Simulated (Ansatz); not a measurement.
Ta3AsAu2O13:

```xyz
19
Lattice="6.4303 -1.9433 -0.0048 6.4303 1.9433 -0.0048 -2.5478 0.0000 10.6862" Properties=species:S:1:pos:R:3 pbc="T T T"
Ta    4.5247    0.0000    3.7670
Ta    6.0597    0.0000    7.2197
Ta    1.7990    0.0000   10.5616
As    7.9903    0.0000    0.0311
Au    8.3231    0.0000    3.7097
Au    2.3136    0.0000    6.7574
O     8.6038    0.0000    1.6474
O     6.3527    0.0000    3.6998
O     2.3873    0.0000    4.7518
O     2.1597    0.0000    8.7356
O     4.8024    0.0000    5.8862
O     8.0919    0.0000    6.6978
O     4.1996    0.0000    1.9509
O    10.3810    0.0000    3.9020
O     5.2563    0.0000    8.9247
O    -0.2078    0.0000    7.1659
O     6.2651    0.0000    0.3242
O    -0.3802    0.0000   10.5475
O     7.7751    0.0000   10.4897
```

The cell was built by a generator and needn't be a form met in nature.

```yaml
Program: Ansatz 0.2.0
Task: relaxation of cell and atoms
Functional: PBEsol
Dispersion: D3(BJ)
Potentials_or_basis: Ansatz PAW
Cutoff: "420 eV (not typed: the program's choice for these potentials)"
k_mesh: 5 × 5 × 2
Occupations: fermi-dirac, width 0.05 eV
Spin: no spin polarisation
```

At the start: volume 14.05 Å³/atom.

Question: Where does the relaxation end?

Answer: It ends after 13 steps and the volume is 13.32 Å³/atom (-5.2 %); space group Cm (No. 8, to 0.05 Å).

The path:
```csv
step,energy change (eV),largest force (eV/Å),volume (Å³)
1,0.0000,0.2656,267.03
2,-0.3087,0.3823,254.52
3,-0.3249,0.2191,254.93
4,-0.3346,0.1678,254.63
5,-0.3450,0.1120,254.25
6,-0.3509,0.1212,253.70
7,-0.3512,0.0994,253.70
8,-0.3515,0.0148,253.70
9,-0.3514,0.0096,253.74
10,-0.3097,0.0105,253.74
11,-0.3131,0.0249,253.04
12,-0.3129,0.0111,253.14
13,-0.3104,0.0111,253.14
```

Final structure:
```
Ta As Au O
1.0
     6.26410   -1.92301   -0.01245
     6.26410    1.92301   -0.01245
    -2.49479    0.00000   10.51227
Ta As Au O
3 1 2 13
Direct
  0.42043 0.42043 0.35308
  0.60910 0.60910 0.67924
  0.33268 0.33268 0.98912
  0.62297 0.62297 0.00377
  0.71685 0.71685 0.34748
  0.30995 0.30995 0.63350
  0.70291 0.70291 0.15653
  0.56220 0.56220 0.34043
  0.27603 0.27603 0.44566
  0.33346 0.33346 0.81853
  0.48663 0.48663 0.54984
  0.75960 0.75960 0.62783
  0.35704 0.35704 0.18085
  0.88140 0.88140 0.36645
  0.56908 0.56908 0.83551
  0.12076 0.12076 0.67506
  0.49224 0.49224 0.03557
  0.16083 0.16083 0.98630
  0.78583 0.78583 0.97526
```

Caveat: the plane-wave basis is chosen anew once the cell has moved, so the energies of steps on either side of that aren't comparable; the pressure holds a Pulay correction of +0.7 GPa for the finite cutoff; the PAW data sets come from PBE, with cores solved anew for the run's functional, which leaves a small shift of forces and pressure.
